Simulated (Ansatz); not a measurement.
Relaxation of a periodic cell of 17 atoms, Mg8HO8 (host MgO, host structure Fm-3m, interstitial H), cell charge +1, to a largest force component of 0.03 eV/Å in at most 60 steps.

Method: DFT PBE, scalar-relativistic, plane waves, PAW in Ansatz. Settings: PAW set soft_1, cutoff 420 eV, k mesh 2x2x2, gaussian smearing 0.02 eV, no spin polarisation.

```xyz
17
Lattice="0.0000 4.1948 4.1948 4.1948 0.0000 4.1948 4.1948 4.1948 0.0000" Properties=species:S:1:pos:R:3
Mg 0.000 0.000 0.000
O 2.097 2.097 2.097
Mg 2.097 2.097 0.000
O 4.195 4.195 2.097
Mg 2.097 0.000 2.097
O 4.195 2.097 4.195
Mg 4.195 2.097 2.097
O 6.292 4.195 4.195
Mg 0.000 2.097 2.097
O 2.097 4.195 4.195
Mg 2.097 4.195 2.097
O 4.195 6.292 4.195
Mg 2.097 2.097 4.195
O 4.195 4.195 6.292
Mg 4.195 4.195 4.195
O 6.292 6.292 6.292
H 5.255 5.259 5.286
```

**Question.** Where does it end, and by what steps?

**Answer.** It converged. Limits of this set-up: coarse k mesh, charged cell in a uniform background, uncorrected. After 9 steps the energy has fallen by 2.031 eV; H17 moved furthest, 0.75 Å. Parted: Mg15–H17 (1.86 → 2.62 Å). Joined: O16–H17 (1.78 → 0.98 Å).

```json
{"step": "0", "energy less start (eV)": "0.0000", "largest force component (eV/Å)": "1.614", "accepted": "yes"}
{"step": "1", "energy less start (eV)": "-0.6198", "largest force component (eV/Å)": "0.448", "accepted": "yes"}
{"step": "2", "energy less start (eV)": "-0.7051", "largest force component (eV/Å)": "0.230", "accepted": "yes"}
{"step": "3", "energy less start (eV)": "-0.7243", "largest force component (eV/Å)": "0.366", "accepted": "yes"}
{"step": "4", "energy less start (eV)": "-0.8655", "largest force component (eV/Å)": "0.899", "accepted": "yes"}
{"step": "5", "energy less start (eV)": "-1.4469", "largest force component (eV/Å)": "1.487", "accepted": "yes"}
{"step": "6", "energy less start (eV)": "-1.8728", "largest force component (eV/Å)": "1.033", "accepted": "yes"}
{"step": "7", "energy less start (eV)": "-2.0231", "largest force component (eV/Å)": "0.363", "accepted": "yes"}
{"step": "8", "energy less start (eV)": "-2.0309", "largest force component (eV/Å)": "0.081", "accepted": "yes"}
{"step": "9", "energy less start (eV)": "-2.0312", "largest force component (eV/Å)": "0.002", "accepted": "yes"}
```

```xyz
17
Lattice="0.0000 4.1948 4.1948 4.1948 0.0000 4.1948 4.1948 4.1948 0.0000" Properties=species:S:1:pos:R:3
Mg -0.024 -0.024 -0.023
O 2.045 2.046 2.047
Mg 2.057 2.057 0.006
O 4.163 4.163 2.082
Mg 2.057 0.004 2.059
O 4.163 2.081 4.165
Mg 4.033 2.109 2.110
O 6.271 4.190 4.191
Mg 0.004 2.057 2.059
O 2.080 4.163 4.165
Mg 2.108 4.033 2.110
O 4.189 6.271 4.191
Mg 2.108 2.109 4.035
O 4.189 4.190 6.273
Mg 4.185 4.185 4.187
O 6.265 6.265 6.267
H 5.698 5.698 5.700
```

Whether the end is a true minimum wasn't checked by a vibrational analysis.

The run took 36 s on 1 thread of Arm Neoverse V2 (shared host), peak memory 0.4 GiB.
